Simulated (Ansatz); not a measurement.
**Ge₂H₂ (quintet): wave-function methods side by side, cc-pVDZ**

Aim: climb from Hartree-Fock through coupled cluster and multireference methods for Ge₂H₂ (quintet) at one geometry and basis, and see what each rung misses.

Computed with Ansatz 0.2.0, Gaussian basis. Level: cc-pVDZ, core rule «outside noble gas», up to 28 orbitals frozen.

The runs, in order: UHF; CCSD(T) on ROHF; CCSD(T) on UHF; BCCD(T) on ROHF; CISD; CCSDT(Q) on ROHF; CCSDT(Q) on UHF; CCSDTQ on ROHF; CASSCF and MRCISD+Q, 10 electrons in 10 orbitals; CASSCF and MRCISD+Q(relaxed), 10 electrons in 10 orbitals; CASSCF and NEVPT2, 10 electrons in 10 orbitals.

6 further runs of the same task are left out: 6 set aside as unsound or not needed.

### Step 1. The system

The geometry is a PBE0/def2-TZVP stationary point (not a proven minimum) of the parent state, kept for this charge and spin. No spin-orbit coupling is included. The filled d shell of Ge may be among the frozen orbitals whatever the setting's name suggests; the logs give the count.

4 atoms, charge 0, spin multiplicity 5.

Atoms are counted from 1 here; the program's logs count them from 0.

Bond lengths: Ge1–Ge2 2.407 Å, Ge1–H3 1.581 Å, Ge2–H4 1.581 Å. Angles: Ge2–Ge1–H3 103.7°, Ge1–Ge2–H4 103.7°.

Geometry (Å):

```
Ge    0.00000   -0.06249    1.20171
Ge    0.00000    0.06249   -1.20171
H     0.00000    1.45244    1.65446
H     0.00000   -1.45244   -1.65446
```

### Step 2. UHF

The input, in.yaml:

```yaml
crystal:
  periodic: [false, false, false]
  atoms:
    - {symbol: Ge, position_ang: [0.000000, -0.062489, 1.201709]}
    - {symbol: Ge, position_ang: [0.000000, 0.062489, -1.201709]}
    - {symbol: H, position_ang: [0.000000, 1.452439, 1.654456]}
    - {symbol: H, position_ang: [0.000000, -1.452439, -1.654456]}
basis:
  gaussian: {orbitals: cc-pVDZ}
magnetization: {spin_polarized: true, initial_magnetization: 4}
hamiltonian: {xc: hf}
output: {orbitals: {seedname: orbitals}}
```

Launch:

```
$ ansatz run in.yaml --threads 1 --pin off --events-out ev --progress --plain --max-ram 4096MiB --backend cpu
```

The runs that follow: CCSD(T) on ROHF; CCSD(T) on UHF; BCCD(T) on ROHF; CISD; CCSDT(Q) on ROHF; CCSDT(Q) on UHF; CCSDTQ on ROHF; CASSCF and MRCISD+Q, 10 electrons in 10 orbitals; CASSCF and MRCISD+Q(relaxed), 10 electrons in 10 orbitals; CASSCF and NEVPT2, 10 electrons in 10 orbitals.

Before running them: what should the planned runs give, taken together? Wanted: RCCSDTQ below the RHF energy; RMP2 from RCCSDTQ; UMP2 from RCCSDTQ; RCCSD from RCCSDTQ; RCCSD(T) from RCCSDTQ; UCCSD(T) from RCCSDTQ; RCCSDT(Q) from RCCSDTQ; UCCSDT(Q) from RCCSDTQ; NEVPT2 valence from RCCSDTQ.

The runs gave:

```
                              quantity                                                                                                           value
          RCCSDTQ below the RHF energy                                                                                                      -4.3308 eV
                     RMP2 from RCCSDTQ                                                                                                     +1032.0 meV
                     UMP2 from RCCSDTQ                                                                                                     +1005.3 meV
                    RCCSD from RCCSDTQ                                                                                                      +152.0 meV
                 RCCSD(T) from RCCSDTQ                                                                                                       +36.8 meV
                 UCCSD(T) from RCCSDTQ                                                                                                       +13.3 meV
                RCCSDT(Q) from RCCSDTQ                                                                                                        +0.8 meV
                UCCSDT(Q) from RCCSDTQ                                                                                                       -22.9 meV
           NEVPT2 valence from RCCSDTQ                                                                                                      +825.1 meV
         MRCISD+Q valence from RCCSDTQ                                                                                                       +25.3 meV
MRCISD+Q(relaxed) valence from RCCSDTQ                                                                                                       -11.8 meV
     levels within 1 kcal/mol (43 meV)  RCCSD(T), UCCSD(T), BCCD(T), RCCSDT, UCCSDT, RCCSDT(Q), UCCSDT(Q), MRCISD+Q valence, MRCISD+Q(relaxed) valence
                         T1 diagnostic                                                                                                           0.024
        effectively unpaired electrons                                                                                                            4.02
```

**Reading.** RCCSD(T) lands +36.8 meV from the yardstick (0.8 % of the correlation energy). CCSD(T) misses by +36.8 meV on the restricted determinant and by +13.3 meV on the unrestricted one; the two need not hold the same state or core. One determinant dominates. Of the multireference levels listed MRCISD+Q(relaxed) valence comes nearest in total energy (-11.8 meV), which doesn't show that its space is the better one. These misses are within one basis, not against nature; the frozen cores of restricted and unrestricted runs differ, which can shift their rows.
